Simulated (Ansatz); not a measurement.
A run of Ansatz 0.2.0:

File input.yaml:

```yaml
crystal:
  lattice:
    - [1.994, 1.1512364368, 11.7966666667]
    - [-1.994, 1.1512364368, 11.7966666667]
    - [0.0, -2.3024728735, 11.7966666667]
  atoms:
    - { symbol: Pt, position: [0.854, 0.854, 0.854] }
    - { symbol: Pt, position: [0.146, 0.146, 0.146] }
    - { symbol: Pt, position: [0.0, 0.0, 0.0] }
    - { symbol: Te, position: [0.705, 0.705, 0.705] }
    - { symbol: Te, position: [0.295, 0.295, 0.295] }
    - { symbol: Te, position: [0.557, 0.557, 0.557] }
    - { symbol: Te, position: [0.443, 0.443, 0.443] }
hamiltonian:
  xc: pbesol
  pseudopotentials: { kind: nc, accuracy: standard }
kpoints:
  mp_grid: { grid: [8, 8, 8] }
scf:
  occupations: { method: fermi_dirac, width: 0.05 }
output:
  forces: true
  stress: true
  eigenvalues: true
```

Potentials or basis: PseudoDojo standard (PBEsol files).

Command:

```bash
$ ansatz run input.yaml --threads 4 --pin off --max-ram 11264MiB --backend cpu --events-out ev --progress --plain --runs-dir out
```

Hardware: 4 threads of Arm Neoverse V2, on a shared host.

Estimate the wall time of this run.

It took 37 s on 4 threads of Arm Neoverse V2, with other jobs on the host, peak memory 2.5 GiB. Counts: scf iterations 11, plane waves 14087, k points 65, bands 71.
